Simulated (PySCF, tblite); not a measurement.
# C3H10O3SSi: geometry, infrared bands and NMR shifts

What infrared bands and NMR shifts should C3H10O3SSi (`C[SiH2]OCS(C)(=O)=O`) show?

Programs: tblite 0.8.0 and PySCF 2.14.0, with density-fitted response routines of our own. Each step states its level of theory. These are calculated values for one molecule in the gas phase, unless marked as measured. Atoms are numbered from 0 throughout.

### Step 1. Starting geometry

18 atoms, charge 0, multiplicity 1; geometry from: force field or distance geometry start.

Bonds of the start (Å): C0–Si1 1.84, Si1–O2 1.69, O2–C3 1.44, C3–S4 1.80, S4–C5 1.77, S4–O6 1.46, S4–O7 1.46, C0–H8 1.10, C0–H9 1.10, C0–H10 1.09, Si1–H11 1.48, Si1–H12 1.47, C3–H13 1.09, C3–H14 1.10, C5–H15 1.09, C5–H16 1.10, C5–H17 1.09.

### Step 2. Optimising the geometry with GFN2-xTB

The job: settings as JSON, then the geometry in Å.

```
{"job": {"kind": "relax", "xc": "GFN2-xTB", "basis": "xTB"}, "charge": 0, "multiplicity": 1}
C     -3.112000    -0.917100     0.443400
Si    -1.573100    -0.222000    -0.292100
O     -0.446700     0.213100     0.883400
C      0.487700     1.260300     0.561400
S      1.964300     0.778800    -0.347100
C      2.514700    -0.682600     0.484300
O      1.579500     0.403400    -1.704300
O      2.976400     1.812900    -0.142400
H     -3.609700    -0.183200     1.089000
H     -3.833300    -1.202600    -0.334200
H     -2.917100    -1.804300     1.047400
H     -0.932400    -1.252200    -1.136800
H     -1.889300     0.973000    -1.083700
H      0.024300     2.093500     0.041800
H      0.853100     1.645800     1.530100
H      3.448800    -1.007800     0.032900
H      2.694600    -0.435900     1.540100
H      1.761400    -1.466800     0.388400
```

Run with:

```sh
OMP_NUM_THREADS=1 python probes_run.py task.json out
```

One launch serves the whole session: the jobs run in the order shown.

**Question.** This job is followed by: GFN2-xTB harmonic vibrations, gas phase; GIAO PBE0/pcSseg-1 NMR shielding, non-relativistic, gas phase. Predict these results of the whole session: strongest single infrared mode (GFN2-xTB); zero-point energy (GFN2-xTB); ¹³C shifts against TMS (PBE0/pcSseg-1); ¹H shifts against TMS (PBE0/pcSseg-1, means over atoms taken as alike); ²⁹Si shifts against TMS (PBE0/pcSseg-1); ¹⁷O shifts against H2O (PBE0/pcSseg-1, means over atoms taken as alike); ³³S shifts against CS2 (PBE0/pcSseg-1).

The runs gave:

```
                                                               quantity                        value
                              strongest single infrared mode (GFN2-xTB)        1251 cm⁻¹, 654 km/mol
                                           zero-point energy (GFN2-xTB)                82.0 kcal/mol
                                 ¹³C shifts against TMS (PBE0/pcSseg-1)          84.8, 42.4, 0.5 ppm
 ¹H shifts against TMS (PBE0/pcSseg-1, means over atoms taken as alike)  5.10, 4.56, 2.63, -0.01 ppm
                                ²⁹Si shifts against TMS (PBE0/pcSseg-1)                    -20.0 ppm
¹⁷O shifts against H2O (PBE0/pcSseg-1, means over atoms taken as alike)              209.2, 18.1 ppm
                                 ³³S shifts against CS2 (PBE0/pcSseg-1)                      309 ppm
```

Over 109 steps the energy fell by 0.482 eV; of the close pairs, O2–C3 changed most, 1.440 to 1.357 Å. All 48 modes are real, so the xTB geometry is a minimum. The strongest single mode, at 1251 cm⁻¹, is carried by S4, O7, O6. GFN2-xTB is a fitted tight-binding method: band positions and strengths are rough. Its intensities can rank the bands wrongly. At PBE0/pcSseg-1: The widest tensor belongs to S4: span 293 ppm, with a paramagnetic part of -858 ppm.
